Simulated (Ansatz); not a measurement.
# RbSnTe: the cost of one run

Method: DFT PBE, scalar-relativistic, plane waves, PAW, in Ansatz 0.2.0.

1 further run of the same task is left out (it didn't finish). Runs told in other sessions of the task aren't counted.

### Step 1. The starting structure

Symmetry: P4/nmm, No. 129, tetragonal system. The conventional cell has a = 4.869 Å, b = 4.869 Å, c = 8.480 Å, α = 90.00°, β = 90.00°, γ = 90.00°. Rb (site symmetry -4m2) has 4 Te at 3.36 Å and 4 Rb at 3.44 Å and 4 Sn at 3.85 Å in its first shell of neighbours. Sn (site symmetry 4mm) is surrounded by 5 Te at 3.19 to 3.51 Å. Around Te (site symmetry 4mm) lie 5 Sn at 3.19 to 3.51 Å and 4 Rb at 3.36 Å.

Coordinates:

```
Rb Sn Te
1.0
     4.86858    0.00000    0.00000
     0.00000    4.86858    0.00000
     0.00000    0.00000    8.48012
Rb Sn Te
2 2 2
Direct
  0.00000 0.00000 0.00000
  0.50000 0.50000 0.00000
  0.00000 0.50000 0.35100
  0.50000 0.00000 0.64900
  0.00000 0.50000 0.72700
  0.50000 0.00000 0.27300
```

This is candidate A: MnVAs type (P4/nmm, No. 129).

(A quick probe on a coarse mesh, which set the mesh and smearing, is not shown.)

### Step 3. A loose first relaxation (candidate A)

File input.yaml:

```yaml
crystal:
  lattice:
    - [4.8685812975, 0.0, 0.0]
    - [0.0, 4.8685812975, 0.0]
    - [0.0, 0.0, 8.4801215884]
  atoms:
    - { symbol: Rb, position: [0.0, 0.0, 0.0] }
    - { symbol: Rb, position: [0.5, 0.5, 0.0] }
    - { symbol: Sn, position: [0.0, 0.5, 0.351] }
    - { symbol: Sn, position: [0.5, 0.0, 0.649] }
    - { symbol: Te, position: [0.0, 0.5, 0.727] }
    - { symbol: Te, position: [0.5, 0.0, 0.273] }
basis:
  ecutwfc: 420
kpoints:
  mp_grid: { grid: [4, 4, 2] }
hamiltonian:
  xc: pbe
scf:
  occupations: { method: gaussian, width: 0.1 }
  lower_state_search: "off"
output:
  forces: true
  stress: true
  eigenvalues: true
relax:
  adjacent_minimum: "off"
  f_tol: 0.04
  max_steps: 70
  cell: { stress_tol: 0.4 }
```

The run is started by

```sh
$ ansatz run input.yaml --threads 1 --pin off --max-ram 2560MiB --backend cpu --events-out ev --progress --plain --runs-dir out
```

**Question.** How long does this run take on 1 thread of Intel Xeon Platinum 8259CL at 2.50GHz (Skylake/Cascade Lake), shared host, and how much memory does it need?

About 57 s, with a peak of 0.57 GiB.
